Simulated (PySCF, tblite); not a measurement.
# C6H8ClFO: geometry, infrared bands and NMR shifts

What infrared bands and NMR shifts should C6H8ClFO (`C[C@@H]1C[C@H](C(=O)Cl)[C@@H]1F`) show?

Programs: tblite 0.8.0 and PySCF 2.14.0, with density-fitted response routines of our own. Each step states its level of theory. These are calculated values for one molecule in the gas phase, unless marked as measured. Atoms count from 0, in the outputs and in this text.

**1. The molecule as given**

17 atoms, charge 0, multiplicity 1; geometry from: force field or distance geometry start.

Bonds of the start (Å): C0–C1 1.51, C1–C2 1.51, C2–C3 1.51, C3–C4 1.48, C4–O5 1.21, C4–Cl6 1.77, C3–C7 1.51, C7–F8 1.39, C7–C1 1.48, C0–H9 1.11, C0–H10 1.13, C0–H11 1.12, C1–H12 1.14, C2–H13 1.12, C2–H14 1.12, C3–H15 1.14, C7–H16 1.11.

**2. Relaxing the molecule with GFN2-xTB**

The job: settings as JSON, then the geometry in Å.

```
{"job": {"kind": "relax", "xc": "GFN2-xTB", "basis": "xTB"}, "charge": 0, "multiplicity": 1}
C      2.079800     0.238500    -0.584900
C      0.942700     0.185700     0.407100
C      0.112400    -1.074400     0.317200
C     -1.090300    -0.201700     0.575500
C     -2.273500    -0.396100    -0.286100
O     -2.358400    -1.175600    -1.202400
Cl    -3.666200     0.645500     0.050900
C     -0.270100     0.975000     0.094800
F     -0.496600     1.178300    -1.261200
H      2.403300    -0.783800    -0.869200
H      1.783000     0.822700    -1.500100
H      2.897800     0.794900    -0.058700
H      1.251100     0.400200     1.486900
H      0.343300    -1.817600     1.119400
H      0.155900    -1.523400    -0.705300
H     -1.346000    -0.119300     1.684600
H     -0.475100     1.863000     0.721400
```

The run is started by

```console
OMP_NUM_THREADS=1 python probes_run.py task.json out
```

This one command runs all jobs of the session in turn.

**Question.** This job is followed by: GFN2-xTB harmonic vibrations, gas phase; GIAO PBE0/pcSseg-1 NMR shielding, non-relativistic, gas phase. Predict these results of the whole session: strongest single infrared mode (GFN2-xTB); zero-point energy (GFN2-xTB); ¹³C shifts against TMS (PBE0/pcSseg-1); ¹H shifts against TMS (PBE0/pcSseg-1, means over atoms taken as alike); ¹⁷O shifts against H2O (PBE0/pcSseg-1); ³⁵Cl shifts against HCl (PBE0/pcSseg-1); ¹⁹F shifts against CFCl3 (PBE0/pcSseg-1); surface potential, 1st and 99th percentile.

The runs gave:

| quantity | value |
| --- | --- |
| strongest single infrared mode (GFN2-xTB) | 1826 cm⁻¹, 353 km/mol |
| zero-point energy (GFN2-xTB) | 81.1 kcal/mol |
| ¹³C shifts against TMS (PBE0/pcSseg-1) | 186.1, 90.0, 57.0, 37.4, 24.3, 15.7 ppm |
| ¹H shifts against TMS (PBE0/pcSseg-1, means over atoms taken as alike) | 5.37, 3.70, 2.54, 2.17, 1.81, 1.27 ppm |
| ¹⁷O shifts against H2O (PBE0/pcSseg-1) | 595.8 ppm |
| ³⁵Cl shifts against HCl (PBE0/pcSseg-1) | 492 ppm |
| ¹⁹F shifts against CFCl3 (PBE0/pcSseg-1) | -217.1 ppm |
| surface potential, 1st and 99th percentile | -1.27 V and 1.29 V |

What this shows: Over 138 steps the energy fell by 0.714 eV; of the close pairs, C1–C7 changed most, 1.480 to 1.541 Å. All 45 modes are real, so the xTB geometry is a minimum. The strongest single mode, at 1826 cm⁻¹, moves mainly C4 and O5. GFN2-xTB is a fitted tight-binding method: band positions and strengths are rough. Its intensities can rank the bands wrongly. The most deshielded hydrogen is H16 (hydrogen on an sp3 CH bonded to F), at 5.37 ppm: its carbon carries F, which withdraws density. At PBE0/pcSseg-1, counted by nearest atom on the grid, the HOMO lies on O5 52 %; Cl6 22 %, the LUMO on C4 45 %; O5 29 %.
